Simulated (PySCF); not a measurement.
# C4H8Si: the cost of one run

The runs use PySCF 2.14.0, with density-fitted response routines of our own; the level of theory stands in each step. All values are computed, except where a source is named. Atoms are numbered from 0 throughout.

**1. Starting geometry**

13 atoms, charge 0, multiplicity 1; geometry from: PBE0-D3(BJ)/def2-SVP.

Bonds of the start (Å): C0–C1 1.45, C1–C2 1.22, C2–Si3 1.83, Si3–C4 1.88, C0–H5 1.10, C0–H6 1.10, C0–H7 1.10, Si3–H8 1.50, Si3–H9 1.50, C4–H10 1.10, C4–H11 1.10, C4–H12 1.10.

**2. Core-electron binding energies: SCAN, X2C**

What the job is given:

```
{"job": {"kind": "xps"}, "charge": 0, "multiplicity": 1}
C      2.845889    -0.980967     0.225457
C      1.555702    -0.322281     0.309727
C      0.474352     0.237108     0.379360
Si    -1.164223     1.050549     0.461272
C     -2.428454     0.093468    -0.542584
H      3.204409    -1.279131     1.223317
H      2.788170    -1.886914    -0.398212
H      3.601087    -0.313760    -0.218756
H     -1.037111     2.445839    -0.062101
H     -1.592413     1.131756     1.891910
H     -2.129259     0.050123    -1.600805
H     -3.417859     0.572378    -0.480749
H     -2.518050    -0.937608    -0.168233
```

With the program's defaults for keys left out, this is: delta-SCF UKS SCAN, pcX-2 on the ionised atom, pcseg-1 elsewhere, spin-free X2C.

Command:

```sh
$ OMP_NUM_THREADS=1 python probes_run.py task.json out
```

This one command runs all jobs of the session in turn.

**Question.** How long does this first job take on 1 thread of Arm Neoverse N1, shared host, and how much memory does it need?

About 52 s, with a peak of 0.54 GiB.
